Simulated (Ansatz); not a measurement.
**F2HOY: up Jacob's ladder to CCSD(T)**

An exercise on one series of results from a longer session: the logs are not shown, and one member is left open.

Method: functionals in def2-TZVPP, the program's frozen cores in correlated methods; program: Ansatz 0.2.0, Gaussian basis.

The runs, in order: LDA (SPW92), PBE-D4, revPBE-D4, BLYP-D4, r2SCAN-D4, B97M-V, PBE0-D4, B3LYP-D4, r2SCANh-D4, r2SCAN0-D4, HSE06-D4, BHLYP-D4, CAM-B3LYP-D4, LC-ωPBE, ωB97X-V, ωB97M-V, B2PLYP, PBE-QIDH; CCSD(T)/def2-SVP; CCSD(T)/def2-TZVPP; CCSD(T)/def2-QZVPP; extrapolation to the limit; RPA on PBE.

**The relaxed structure**

An earlier PBE0-D4 in a triple-zeta def2 set relaxation fixed the geometry. Y takes the def2 core potential; no spin-orbit term is included.

SMILES `[OH][Y]([F])[F]`, 5 atoms, charge 0, spin multiplicity 1.

Atoms are counted from 1 here; the program's logs count them from 0.

Bond lengths: O1–Y2 2.010 Å, O1–H5 0.952 Å, Y2–F3 2.006 Å, Y2–F4 2.006 Å. Angles: Y2–O1–H5 180.0°, O1–Y2–F3 120.4°, O1–Y2–F4 120.5°, F3–Y2–F4 119.1°.

The first run:

The input, in.yaml:

```yaml
crystal:
  periodic: [false, false, false]
  atoms:
    - {symbol: O, position_ang: [-0.460547, 1.242381, -0.517136]}
    - {symbol: Y, position_ang: [0.190125, -0.513557, 0.214115]}
    - {symbol: F, position_ang: [1.640821, -0.562807, 1.598950]}
    - {symbol: F, position_ang: [-0.601580, -2.240008, -0.431634]}
    - {symbol: H, position_ang: [-0.768819, 2.074001, -0.864285]}
basis:
  gaussian: {orbitals: def2-TZVPP}
hamiltonian: {xc: lda}
output: {orbitals: {seedname: orbitals}}
```

On the command line:

```console
ansatz run in.yaml --threads 2 --pin off --events-out ev --progress --plain --max-ram 32768MiB --backend cpu
```

Among the steps run: LDA; PBE-D4 (GGA); revPBE-D4 (GGA); BLYP-D4 (GGA); r2SCAN-D4 (meta-GGA); B97M-V (meta-GGA); PBE0-D4 (hybrid); B3LYP-D4 (hybrid); r2SCANh-D4 (hybrid); r2SCAN0-D4 (hybrid); HSE06-D4 (hybrid); BHLYP-D4 (hybrid); CAM-B3LYP-D4 (range-separated); LC-ωPBE (range-separated); ωB97X-V (range-separated); ωB97M-V (range-separated); B2PLYP (double hybrid); PBE-QIDH (double hybrid).

One of the session's tables, all rows but one given; the rest of the session is left out.

It belongs to the step «Frontier levels by functional». 

```
  functional  HOMO (eV)  LUMO (eV)  gap (eV)
 LDA (SPW92)      -7.39      -2.94      4.45
      PBE-D4      -7.13      -2.76      4.37
   revPBE-D4      -7.04      -2.65      4.39
     BLYP-D4      -7.06      -2.82      4.24
   r2SCAN-D4      -7.48      -2.24      5.24
      B97M-V          ?          ?         ?
     PBE0-D4      -8.83      -2.00      6.83
    B3LYP-D4      -8.58      -2.38      6.20
  r2SCANh-D4      -8.12      -2.00      6.12
  r2SCAN0-D4      -9.09      -1.67      7.43
    HSE06-D4      -8.42      -2.36      6.06
    BHLYP-D4     -10.49      -1.51      8.98
CAM-B3LYP-D4     -10.38      -1.32      9.06
     LC-ωPBE     -11.73      -0.04     11.70
     ωB97X-V     -11.38      -0.22     11.16
     ωB97M-V     -11.34      -0.72     10.61
```

Estimate the missing values for B97M-V.

As computed: HOMO (eV): -7.52; LUMO (eV): -2.51; gap (eV): 5.01. In the column «HOMO (eV)» it lies between r2SCANh-D4 (-8.12) and r2SCAN-D4 (-7.48).
